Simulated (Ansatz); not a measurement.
# P (fcc type): a single-point run

The task is a single-point run on P (fcc type).

Method: DFT, PBEsol, PAW with other files of Ansatz's library (level accurate), scalar-relativistic, in Ansatz 0.2.0.

### Step 1. The structure to begin with

The structure is cubic, space group Fm-3m (No. 225). The conventional cell has a = 2.927 Å, b = 2.927 Å, c = 2.927 Å, α = 90.00°, β = 90.00°, γ = 90.00°. Around P (site symmetry m-3m) lie 12 P at 2.07 Å.

As a file:

```cif
data_structure
_symmetry_space_group_name_H-M 'Fm-3m'
_symmetry_Int_Tables_number 225
_cell_length_a 2.9268
_cell_length_b 2.9268
_cell_length_c 2.9268
_cell_angle_alpha 90.000
_cell_angle_beta 90.000
_cell_angle_gamma 90.000
_cell_volume 25.07
loop_
_atom_site_label
_atom_site_type_symbol
_atom_site_symmetry_multiplicity
_atom_site_Wyckoff_symbol
_atom_site_fract_x
_atom_site_fract_y
_atom_site_fract_z
_atom_site_occupancy
P1 P 4 a 0.00000 0.00000 0.00000 1
```

### Step 2. Running it

Input file input.yaml:

```yaml
crystal:
  lattice:
    - [0.0, 1.4634183095, 1.4634183095]
    - [1.4634183095, 0.0, 1.4634183095]
    - [1.4634183095, 1.4634183095, 0.0]
  atoms:
    - { symbol: P, position: [0.0, 0.0, 0.0] }
kpoints:
  mp_grid: { grid: [17, 17, 17] }
scf:
  occupations: { method: fermi_dirac, width: 0.1 }
  convergence: { dr2_threshold: -1.0e-06 }
  max_iter: 100
hamiltonian:
  xc: pbesol
  pseudopotentials: { kind: paw, level: accurate }
output:
  forces: true
  stress: true
  eigenvalues: true
```

Launch:

```sh
> ansatz run input.yaml --threads 1 --pin off --max-ram 2048MiB --backend cpu --events-out ev --progress --plain --runs-dir out
```

What happens when this is run?

The run ended at the input check. Its message: «invalid value for `scf.convergence.dr2_threshold`: must be finite and > 0; got -0.000001 eV»

The suspect setting: scf.convergence.dr2_threshold is -1.0e-06. The number typed is not permitted for that setting.

Fix: delete scf.convergence.dr2_threshold (the default then holds).
